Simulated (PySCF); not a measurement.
**The bond of GaSb, level by level**

An exercise on one series of results from a longer session: the logs are not shown, and one member is left open.

Method: Ga cc-pVDZ-PP with ECP10, Sb cc-pVDZ-PP with ECP28, scalar-relativistic core potentials; program: PySCF 2.14.0.

Set-up of the first run:

A driver script around PySCF takes these settings:

```
atoms                         : Ga, Sb
charge                        : 0
basis                         : Ga cc-pVDZ-PP with ECP10, Sb cc-pVDZ-PP with ECP28
Hamiltonian                   : scalar-relativistic core potentials
basis functions               : 46
electrons treated             : 44
masses in u                   : 68.9256, 120.9038
levels                        : PBE0, PBE, r²SCAN, BHandHLYP, BP86, B3LYP, LC-ωPBE, HF, MP2, SCS-MP2, CCSD, CCSD(T)
grid                          : 80 radial by 434 angular points
occupations                   : held fixed by the projection of orbital angular momentum
dissociation limit            : Ga + Sb, each in its ground configuration
starting distance in angstrom : 2.570
values of 2S to try           : 0, 2, 4
```

Command:

```sh
> OMP_NUM_THREADS=1 python dia.py task.json out
```

Steps of the session up to this table: Input; The PBE0 curve of the state that the search chose; Excited determinants; PBE (GGA); r²SCAN (meta-GGA); BHandHLYP; BP86; B3LYP (global hybrid GGA); LC-ωPBE; UHF (mean field); Adding correlation.

One of the session's tables, all rows but one given; the rest of the session is left out.

It belongs to the step «The curves together». Energy (eV) from each level's lowest point:

```
R (Å)    UHF  UHF-MP2  UHF-SCS-MP2  UHF-CCSD  UHF-CCSD(T)
2.404  0.675    0.614        0.649       n/a          n/a
2.515  0.315    0.271        0.296     0.297        0.299
2.627  0.111    0.084        0.099     0.100        0.101
2.711      ?        ?            ?         ?            ?
2.795  0.000    0.000        0.000     0.000        0.000
2.879  0.003    0.018        0.011     0.009        0.009
2.991  0.047    0.086        0.070     0.062        0.061
3.130  0.140    0.224        0.200     0.171        0.170
3.298  0.263    0.444        0.415     0.337        0.337
3.522  0.393    0.717        0.685       n/a          n/a
```

**Question.** Estimate the row for R (Å) = 2.711.

Worked estimate for «UHF». A straight line through the neighbours (2.627, 0.111) and (2.795, 0.000) gives 0.111 + (0.000 − 0.111) × (2.711 − 2.627) / (2.795 − 2.627) = 0.056; a parabola fitted to 4 rows on both sides gives 0.030.

**Answer.** UHF: 0.032; UHF-MP2: 0.018; UHF-SCS-MP2: 0.026; UHF-CCSD: 0.026; UHF-CCSD(T): 0.027. In «UHF» the line misses by +0.024 and the parabola by -0.002.
